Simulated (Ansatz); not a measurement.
**BFH3NSi: how energies converge with the basis set**

One table from this session's results is given with a row withheld; the runs are named, their logs left out.

The runs use Ansatz 0.2.0, Gaussian basis; one geometry, several basis sets.

Plan: PBE0-D4/def2-SVP; ωB97M-V/def2-SVP; PBE0-D4/def2-QZVPP; ωB97M-V/def2-QZVPP; the functionals' def2-TZVPP values are taken from earlier runs.

## The relaxed structure

All runs share one geometry, relaxed beforehand with PBE0-D4 in a triple-zeta def2 set.

SMILES `FB1N[SiH2]1`, 7 atoms, charge 0, spin multiplicity 1.

Atoms are counted from 1 here; the program's logs count them from 0.

Bond lengths: F1–B2 1.318 Å, B2–N3 1.381 Å, B2–Si4 1.921 Å, N3–Si4 1.767 Å, N3–H5 1.009 Å, Si4–H6 1.486 Å, Si4–H7 1.486 Å. Angles: F1–B2–N3 135.9°, F1–B2–Si4 161.9°, N3–B2–Si4 62.2°, B2–N3–Si4 74.1°, B2–N3–H5 140.0°, Si4–N3–H5 146.0°, B2–Si4–N3 43.7°, B2–Si4–H6 125.5°, B2–Si4–H7 125.5°, N3–Si4–H6 115.7°, N3–Si4–H7 115.7°, H6–Si4–H7 108.9°.

The first run:

Input file in.yaml:

```yaml
crystal:
  periodic: [false, false, false]
  atoms:
    - {symbol: F, position_ang: [-0.871804, -2.140763, 0.801094]}
    - {symbol: B, position_ang: [-0.433067, -0.973421, 0.375122]}
    - {symbol: N, position_ang: [0.740208, -0.495002, -0.173607]}
    - {symbol: Si, position_ang: [-0.349502, 0.892477, -0.073105]}
    - {symbol: H, position_ang: [1.655503, -0.821386, -0.445430]}
    - {symbol: H, position_ang: [-0.757136, 1.487644, -1.372564]}
    - {symbol: H, position_ang: [0.077201, 1.982451, 0.842791]}
basis:
  gaussian: {orbitals: def2-SVP}
hamiltonian: {xc: pbe0, dispersion: d4}
output: {orbitals: {seedname: orbitals}}
```

On the command line:

```bash
> ansatz run in.yaml --threads 2 --pin off --events-out ev --progress --plain --max-ram 4352MiB
```

Steps of the session up to this table: PBE0-D4 in def2-SVP; ωB97M-V in def2-SVP; PBE0-D4 in def2-QZVPP; ωB97M-V in def2-QZVPP.

One of the session's tables, all rows but one given; the rest of the session is left out.

It belongs to the step «Functionals by basis». 

```
functional       basis  HOMO (eV)  LUMO (eV)
   PBE0-D4    def2-SVP          ?          ?
   PBE0-D4  def2-TZVPP      -7.38      -0.49
   PBE0-D4  def2-QZVPP      -7.39      -0.60
   ωB97M-V    def2-SVP      -9.41       1.85
   ωB97M-V  def2-TZVPP      -9.49       1.19
   ωB97M-V  def2-QZVPP      -9.51       0.93
```

**Question.** Estimate the row for PBE0-D4, def2-SVP.

As computed: HOMO (eV): -7.33; LUMO (eV): -0.07. In the column «HOMO (eV)» it is the highest.
